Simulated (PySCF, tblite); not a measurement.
# C5H6FO2Si radical: geometry, infrared bands and EPR parameters

Aim: predict the infrared bands and EPR parameters of C5H6FO2Si radical (`[H]/[C]=C(/F)[SiH2]C(=O)C(C)=O`).

The runs use tblite 0.8.0 and PySCF 2.14.0, with density-fitted response routines of our own; the level of theory stands in each step. All values are computed, except where a source is named. Atoms count from 0, in the outputs and in this text.

**1. The molecule as given**

15 atoms, charge 0, multiplicity 2; geometry from: force field or distance geometry start.

Bonds of the start (Å): C0–C1 1.31, C1–F2 1.34, C1–Si3 1.82, Si3–C4 1.86, C4–O5 1.22, C4–C6 1.52, C6–C7 1.50, C6–O8 1.22, C0–H9 1.05, Si3–H10 1.49, Si3–H11 1.50, C7–H12 1.10, C7–H13 1.10, C7–H14 1.10.

**2. Geometry optimisation with GFN2-xTB**

Job settings and geometry (Å):

```
{"job": {"kind": "relax", "xc": "GFN2-xTB", "basis": "xTB"}, "charge": 0, "multiplicity": 2}
C      3.082700     1.276700     0.737800
C      1.871100     0.798900     0.847400
F      0.974900     1.451100     1.608700
Si     1.406000    -0.764500     0.039100
C     -0.438300    -1.007600     0.018300
O     -0.951600    -1.982700     0.540500
C     -1.287900     0.048300    -0.659800
C     -2.722600     0.096700    -0.234900
O     -0.792700     0.783300    -1.495300
H      4.048600     1.691200     0.652100
H      1.988500    -0.836200    -1.325800
H      2.071400    -1.893500     0.778700
H     -2.802300     0.215400     0.854900
H     -3.231700    -0.824600    -0.555100
H     -3.220600     0.955500    -0.713400
```

The run is started by

```sh
> OMP_NUM_THREADS=1 python probes_run.py task.json out
```

The driver reads the jobs from task.json and runs them one after another.

Standard output:

```text
step      E/eV     max force
  0    -766.30050    3.875
  1    -766.47111    3.717
  2    -766.56483    0.891
  3    -766.58176    0.407
  4    -766.60125    0.526
  5    -766.61077    0.415
  6    -766.61746    0.250
  7    -766.62445    0.402
  8    -766.63475    0.585
  9    -766.65538    0.646
 10    -766.68028    0.376
 11    -766.69307    0.275
 12    -766.70533    0.324
 13    -766.71293    0.413
 14    -766.72356    0.388
 15    -766.73323    0.358
 16    -766.74438    0.394
 17    -766.75882    0.304
 18    -766.77053    0.255
 19    -766.78344    0.257
 20    -766.79251    0.252
 21    -766.79841    0.263
 22    -766.80324    0.269
 23    -766.80896    0.201
 24    -766.81571    0.220
 25    -766.81914    0.160
 26    -766.82356    0.172
 27    -766.82799    0.195
 28    -766.83467    0.240
 29    -766.84171    0.210
 30    -766.84589    0.148
 31    -766.84765    0.120
 32    -766.84870    0.094
 33    -766.84965    0.076
 34    -766.85076    0.080
 35    -766.85168    0.096
 36    -766.85241    0.088
 37    -766.85314    0.072
 38    -766.85404    0.071
 39    -766.85498    0.084
 40    -766.85583    0.087
 41    -766.85663    0.088
 42    -766.85748    0.077
 43    -766.85839    0.076
 44    -766.85924    0.060
 45    -766.85995    0.072
 46    -766.86055    0.062
 47    -766.86113    0.058
 48    -766.86163    0.048
 49    -766.86200    0.044
 50    -766.86228    0.036
 51    -766.86253    0.039
 52    -766.86278    0.037
 53    -766.86302    0.039
 54    -766.86321    0.027
 55    -766.86332    0.024
 56    -766.86338    0.019
 57    -766.86344    0.021
 58    -766.86352    0.025
 59    -766.86362    0.027
 60    -766.86373    0.024
 61    -766.86386    0.028
 62    -766.86401    0.036
 63    -766.86424    0.044
 64    -766.86460    0.048
 65    -766.86502    0.051
 66    -766.86532    0.037
 67    -766.86547    0.028
 68    -766.86558    0.031
 69    -766.86575    0.034
 70    -766.86597    0.037
 71    -766.86619    0.029
 72    -766.86637    0.035
 73    -766.86655    0.037
 74    -766.86680    0.045
 75    -766.86714    0.054
 76    -766.86749    0.045
 77    -766.86778    0.047
 78    -766.86797    0.040
 79    -766.86810    0.023
 80    -766.86819    0.020
 81    -766.86823    0.016
 82    -766.86826    0.018
 83    -766.86832    0.021
 84    -766.86841    0.024
 85    -766.86852    0.027
 86    -766.86861    0.021
 87    -766.86866    0.015
 88    -766.86871    0.018
 89    -766.86875    0.019
 90    -766.86879    0.017
 91    -766.86883    0.012
 92    -766.86886    0.012
 93    -766.86889    0.014
 94    -766.86892    0.015
 95    -766.86894    0.012
 96    -766.86897    0.014
 97    -766.86899    0.012
 98    -766.86901    0.007
```

It took 0.61 s on 1 thread of Arm Neoverse V2, shared host.

The steps of the relaxation: (not every step is listed)

```
step  energy from step 0 (eV)  largest force (eV/Å)
   0                   0.0000                3.8751
   1                  -0.1706                3.7168
   2                  -0.2643                0.8906
   3                  -0.2813                0.4068
   4                  -0.3007                0.5264
   5                  -0.3103                0.4152
   6                  -0.3170                0.2498
   7                  -0.3239                0.4015
   8                  -0.3342                0.5854
  16                  -0.4439                0.3944
  24                  -0.5152                0.2199
  32                  -0.5482                0.0940
  40                  -0.5553                0.0870
  48                  -0.5611                0.0475
  56                  -0.5629                0.0192
  64                  -0.5641                0.0478
  72                  -0.5659                0.0346
  80                  -0.5677                0.0195
  88                  -0.5682                0.0181
  93                  -0.5684                0.0136
  94                  -0.5684                0.0149
  95                  -0.5684                0.0124
  96                  -0.5685                0.0136
  97                  -0.5685                0.0115
  98                  -0.5685                0.0066
```

Distances of close pairs at the start and the end, largest changes first:

```
   bond  before (Å)  after (Å)  change (Å)
 C1–Si3       1.820      2.004      +0.184
 Si3–C4       1.860      1.909      +0.048
Si3–H11       1.505      1.463      -0.042
  C0–C1       1.307      1.267      -0.040
Si3–H10       1.486      1.453      -0.033
 C7–H14       1.102      1.087      -0.015
 C7–H13       1.100      1.089      -0.012
  C4–C6       1.515      1.504      -0.011
```

The next job starts from the end point, and lists it.

**3. Harmonic vibrations with GFN2-xTB**

Job settings and geometry (Å):

```
{"job": {"kind": "ir", "xc": "GFN2-xTB", "basis": "xTB"}, "charge": 0, "multiplicity": 2}
C      2.948175     1.414047     0.822421
C      1.829226     0.838979     0.969579
F      0.827479     1.159685     1.794010
Si     1.415417    -0.801187    -0.104957
C     -0.446470    -1.008628     0.260333
O     -0.947070    -1.819338     1.013814
C     -1.186454     0.078723    -0.469252
C     -2.672674     0.100525    -0.380896
O     -0.495082     0.860255    -1.096169
H      3.832213     1.320217     0.247383
H      1.816025    -0.543634    -1.477529
H      2.183897    -1.876965     0.520671
H     -2.948444     0.330759     0.648385
H     -3.065464    -0.889945    -0.603879
H     -3.095187     0.844498    -1.050723
```

Standard output:

```text
mode    cm-1     km/mol
  1       9.7      1.14
  2      33.1      5.98
  3      55.6      0.09
  4      64.1      0.64
  5      91.1      4.88
  6     143.9     30.50
  7     203.0      7.80
  8     267.7      2.22
  9     304.7      6.82
 10     345.9     23.17
 11     367.7      9.12
 12     398.2     15.10
 13     466.4     16.94
 14     471.6    111.67
 15     508.4     12.13
 16     561.6     83.64
 17     584.0     17.46
 18     607.1    130.47
 19     641.6    171.70
 20     676.9    142.55
 21     691.8     19.24
 22     772.6    167.18
 23     903.0      6.09
 24     954.8    348.39
 25     970.6     62.10
 26     995.1     29.84
 27    1186.8    227.36
 28    1359.4     70.49
 29    1427.6     12.20
 30    1431.8     13.67
 31    1665.6    402.90
 32    1693.7    403.88
 33    1791.3     74.49
 34    2287.5    262.36
 35    2365.6    192.63
 36    3007.2      1.42
 37    3027.9      1.36
 38    3053.9      9.51
 39    3270.3      3.01
```

It took 0.49 s on 1 thread of Arm Neoverse V2, shared host.

The strongest bands and the atoms that carry them (share of the mass-weighted mode):

```
cm⁻¹  km/mol                               atoms
 642   171.7  O5 19 %, C4 14 %, C6 13 %, H9 11 %
 773   167.2                  H10 49 %, H11 42 %
 955   348.4           F2 35 %, C1 28 %, C0 12 %
1187   227.4          C6 59 %, H14 16 %, C7 11 %
1666   402.9  C4 36 %, C6 26 %, O5 22 %, O8 12 %
1694   403.9  C6 36 %, C4 24 %, O8 23 %, O5 16 %
2288   262.4                            H11 96 %
2366   192.6                            H10 96 %
```

**4. EPR parameters: B3LYP/pcH-1**

Same as in step 3 but for these lines:

```diff
@@ -1,2 +1,2 @@
-{"job": {"kind": "ir", "xc": "GFN2-xTB", "basis": "xTB"}, "charge": 0, "multiplicity": 2}
+{"job": {"kind": "epr", "basis": "pcH-1"}, "charge": 0, "multiplicity": 2}
 C      2.948175     1.414047     0.822421
```

With the program's defaults for keys left out, this is: UKS B3LYP, pcH-1 on C F H O Si, non-relativistic, mean-field spin-orbit, GIAO.

Standard output:

```text
UKS, coarse grid
  cycle   1  E = -733.55172517  |g| = 8.36e-01
  cycle   2  E = -732.39465908  |g| = 1.92e+00
  cycle   3  E = -733.80163193  |g| = 1.88e-01
  cycle   4  E = -733.81176991  |g| = 1.29e-01
  cycle   5  E = -733.81758487  |g| = 5.63e-02
  cycle   6  E = -733.81886403  |g| = 1.63e-02
  cycle   7  E = -733.81901915  |g| = 7.88e-03
  cycle   8  E = -733.81906748  |g| = 4.04e-03
  cycle   9  E = -733.81908318  |g| = 2.31e-03
  cycle  10  E = -733.81908758  |g| = 8.65e-04
UKS, final grid
  cycle   1  E = -733.81908918  |g| = 1.17e-03
  cycle   2  E = -733.81908814  |g| = 2.23e-03
  cycle   3  E = -733.81909032  |g| = 2.94e-04
  cycle   4  E = -733.81909045  |g| = 2.33e-04
  cycle   5  E = -733.81909059  |g| = 1.88e-04
  cycle   6  E = -733.81909062  |g| = 3.59e-05
  cycle   7  E = -733.81909062  |g| = 1.99e-05
E = -733.81909062 Eh   <S^2> = 0.7631 (exact 0.7500)
g shifts (ppm)      1          2          3
  rmc          -165       -165       -165
  gc             38          9          6
  oz_so        -923       -314       -117
  total       -1050       -470       -276
hyperfine (MHz)  atom isotope    a_iso     a_fc   dipolar eigenvalues
    0   13C     191.54     191.68    -76.58    -59.81    136.40
    1   13C     -53.09     -53.06    -19.50     -8.01     27.50
    2   19F     297.88     297.32   -103.63    -60.42    164.05
    3  29Si     -78.66     -78.82    -27.33     12.53     14.80
    4   13C       9.43       9.46     -6.56     -1.00      7.56
    5   17O      -2.83      -2.85    -22.67      5.23     17.45
    6   13C       0.75       0.75     -2.67      0.20      2.47
    7   13C       1.06       1.06     -0.44     -0.18      0.62
    8   17O      -1.87      -1.85     -8.15      1.83      6.32
    9    1H      -5.73      -5.72    -31.70     -5.74     37.45
   10    1H      -2.68      -2.68     -2.85     -1.16      4.01
   11    1H      -4.52      -4.53     -2.52     -0.81      3.33
   12    1H      -1.62      -1.62     -0.54     -0.34      0.88
   13    1H       0.27       0.27     -0.43     -0.21      0.65
   14    1H       0.07       0.07     -0.46     -0.26      0.72
```

Wall time 1.7 min (1 thread of Arm Neoverse V2, shared host); peak memory 1.1 GiB.

Principal g values 2.00127, 2.00185, 2.00204; g(iso) = 2.00172, against 2.00232 for a free electron.

Mean a(iso) over the nuclei that a row names, and the largest dipolar term of the row (other rows stand at the frozen geometry):

```
       nuclei  isotope  a(iso) (MHz)  a(iso) (G, at g = 2.0023)  largest dipolar term (MHz)
           F2      19F         297.9                      106.3                       164.0
           C0      13C         191.5                       68.3                       136.4
          Si3     29Si         -78.7                      -28.1                       -27.3
           C1      13C         -53.1                      -18.9                        27.5
           C4      13C           9.4                        3.4                         7.6
           H9       1H          -5.7                       -2.0                        37.4
     H10, H11       1H          -3.6                       -1.3                         4.0
           O5      17O          -2.8                       -1.0                       -22.7
           O8      17O          -1.9                       -0.7                        -8.1
           C7      13C           1.1                        0.4                         0.6
           C6      13C           0.8                        0.3                        -2.7
H12, H13, H14       1H          -0.4                       -0.2                         0.9
```

Mulliken spin populations:

C0 0.93; C1 -0.09; F2 0.02; Si3 0.10; C4 0.01; O5 0.03; C6 0.00; C7 0.00; O8 0.01; H9 -0.01; H10 0.00; H11 0.00; H12 0.00; H13 0.00; H14 0.00

In first order the couplings over 0.8 MHz of 19F, 1H give 12 distinct lines over 110.9 G, if the averaged nuclei exchange fast; the same motion can average rows kept apart here too.

The fields below are evaluated on a grid from the run's orbitals.

ELF in a plane through or near 5 of the atoms.

Ten even steps from ' ' (0.00) to '@' (1.00):
```
                                                        
                                                        
                ::----                                  
              ::%%@@%%--                                
              **@@@@@@**..                              
            ..##@@@@@@##::....::--..                    
              ==@@@@%%----**++++==..    ****::          
                --==..##..@@##++==    **@@@@@@..        
                ..::::##..%%**##%%::::%%@@@@@@..        
        ..::..  ..++--..::====%%******%%@@@@##          
      ::%%@@%%++::++%%**..  ::++==%%%%--++++::          
      ++@@@@@@##****##--  ..++##++####==%%##--          
      ==@@@@@@**##%%##..  ::++**==::--%%@@@@++          
        --##########++      ----::  ..**@@%%==          
          --++****++==      ....      ::++==..          
          ..--==--::..                                  
              ..                                        
                                                        
                                                        
                                                        
```
The map spans 13.1 Å across and 9.4 Å up, centred on the molecule. Atoms in the plane (x, y in Å): Si3 (-1.3, 0.9), C6 (1.2, -0.2), C7 (2.7, -0.4), H9 (-3.9, -0.9), H13 (3.2, 0.6).

On the surface of density 0.002 e/bohr³ the electrostatic potential runs, from the 1st to the 99th percentile, from -1.14 V near O8 to 1.72 V near Si3.

The spin density lies nearest to C0 62 %; C1 9 % (both signs); H9 8 %.

**5. Summary of results**

| quantity | value |
| --- | --- |
| strongest single infrared mode (GFN2-xTB) | 1694 cm⁻¹, 404 km/mol |
| zero-point energy (GFN2-xTB) | 56.7 kcal/mol |
| g(iso) (B3LYP) | 2.00172 |
| ⟨S²⟩ | 0.763 (exact 0.75) |
| largest a(iso) (averaged by class) | 19F on F2, 297.9 MHz |
| potential on the surface of density 0.002 e/bohr³, 1st and 99th percentile | -1.14 V and 1.72 V |

**Reading.** Relaxing lowered the energy by 0.569 eV in 98 steps; the close pair that moved most is C1–Si3, from 1.820 to 2.004 Å. No mode is imaginary among the 39: a minimum at this level. The strongest single mode, at 1694 cm⁻¹, moves mainly C6, C4 and O8. Unscaled tight-binding wavenumbers are off by several per cent, some by more. Its intensities can rank the bands wrongly. C0 carries the largest spin population, 0.93 e. The isotropic g lies 0.6 ppt below the free-electron value. The conformer search (at its own cheap level) found a structure 22.9 kcal/mol lower, too far down for a turn about a bond: it may have other bonds, so these spectra needn't be the molecule's.
